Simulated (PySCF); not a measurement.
# FGeH6NSi: the cost of one run

Programs: PySCF 2.14.0, with density-fitted response routines of our own. Each step states its level of theory. These are calculated values for one molecule in the gas phase, unless marked as measured. Atoms count from 0, in the outputs and in this text.

## 1. Starting geometry

10 atoms, charge 0, multiplicity 1; geometry from: GFN2-xTB.

Bonds of the start (Å): F0–Ge1 1.76, Ge1–N2 1.80, N2–Si3 1.74, Ge1–H4 1.50, Ge1–H5 1.49, N2–H6 1.01, Si3–H7 1.46, Si3–H8 1.47, Si3–H9 1.46.

## 2. Geometry optimisation at PBE0-D3(BJ)/def2-SVP

The job: settings as JSON, then the geometry in Å.

```
{"job": {"xc": "PBE0", "basis": "def2-SVP", "d3": "d3bj", "grid": 1, "kind": "geom"}, "charge": 0, "multiplicity": 1}
F      1.942719    -0.525548     1.492113
Ge     1.548427    -0.159744    -0.181797
N     -0.044017     0.668500    -0.224267
Si    -1.590673    -0.083979     0.049378
H      2.655589     0.761489    -0.593330
H      1.478863    -1.514082    -0.805487
H     -0.015232     1.657959    -0.030779
H     -1.623187    -1.236631    -0.852860
H     -1.784836    -0.516287     1.437631
H     -2.558771     0.952976    -0.313128
```

Command:

```bash
> OMP_NUM_THREADS=1 python probes_run.py task.json out
```

One launch serves the whole session: the jobs run in the order shown.

**Question.** How long does this first job take on 1 thread of Arm Neoverse V1, shared host, and how much memory does it need?

About 51 s, with a peak of 0.45 GiB.
